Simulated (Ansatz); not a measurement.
The system is In3Ga.

```
In Ga
1.0
    -2.32570    2.32570    4.50060
     2.32570   -2.32570    4.50060
     2.32570    2.32570   -4.50060
In Ga
3 1
Direct
  0.50000 0.50000 0.00000
  0.25000 0.75000 0.50000
  0.75000 0.25000 0.50000
  0.00000 0.00000 0.00000
```

The cell comes from a database or a generator and needn't be the stable form of this composition.

```yaml
Program: Ansatz 0.2.0
Task: relaxation of cell and atoms
Functional: BLYP
Dispersion: D3(BJ)+ATM
Potentials_or_basis: Ansatz PAW
Cutoff: 420 eV
Density_cutoff: 1680 eV
k_mesh: 8 × 8 × 8
Occupations: cold, width 0.01 eV
Spin: no spin polarisation
```

At the start: volume 24.34 Å³/atom.

Task: How do energy, volume and symmetry change on relaxing?

Result: Over 5 steps the energy falls by 7.4 meV/atom and the volume is 25.01 Å³/atom (+2.8 %); space group I4/mmm (No. 139, to 0.05 Å).

The path:
| step | energy change (eV) | largest force (eV/Å) | volume (Å³) |
| --- | --- | --- | --- |
| 1 | 0.0000 | 0.0000 | 97.37 |
| 2 | -0.0291 | 0.0000 | 100.11 |
| 3 | -0.0295 | 0.0000 | 100.11 |
| 4 | -0.0296 | 0.0000 | 100.06 |
| 5 | -0.0295 | 0.0000 | 100.06 |

Final structure:
```
CELL_PARAMETERS angstrom
-2.37838 2.37838 4.42201
2.37838 -2.37838 4.42201
2.37838 2.37838 -4.42201
ATOMIC_POSITIONS crystal
In 0.50000 0.50000 0.00000
In 0.25000 0.75000 0.50000
In 0.75000 0.25000 0.50000
Ga 0.00000 0.00000 0.00000
```

Caveat: the potentials were made for another functional, which shifts forces and pressure.
